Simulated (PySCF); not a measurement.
# C4H2FN2P: the cost of one run

Computed with PySCF 2.14.0 and routines of our own; the level stands in each step. Atoms count from 0.

### Step 1. The starting structure

10 atoms, charge 0, multiplicity 1; geometry from: GFN2-xTB.

### Step 2. Excited states: TDA CAM-B3LYP/aug-cc-pVDZ

What the job is given:

```
{"job": {"kind": "states", "xc": "CAM-B3LYP", "basis": "aug-cc-pVDZ", "tda": true, "soc": true, "nstates": 5, "ntriplets": 6, "nquad": 4}, "charge": 0, "multiplicity": 1}
N      3.443813     0.290018     0.354458
C      2.304736     0.285793     0.218939
C      0.913288     0.292240     0.051305
C      0.124882    -0.825922     0.170238
N     -1.182688    -0.559964    -0.037183
C     -1.411970     0.745903    -0.313380
F     -2.687574     1.085922    -0.529911
P     -0.024531     1.760194    -0.340954
H      0.451726    -1.823229     0.400051
H     -1.922799    -1.246301     0.003909
```

Method: TDA CAM-B3LYP/aug-cc-pVDZ excited states, vertical, gas phase, spin-orbit mean-field couplings.

Command:

```
OMP_NUM_THREADS=1 python excited_run.py task.json out
```

This one command runs all jobs of the session in turn.

**Question.** How long does this first job take on 1 thread of Arm Neoverse V1, shared host, and how much memory does it need?

About 43 s, with a peak of 0.76 GiB.
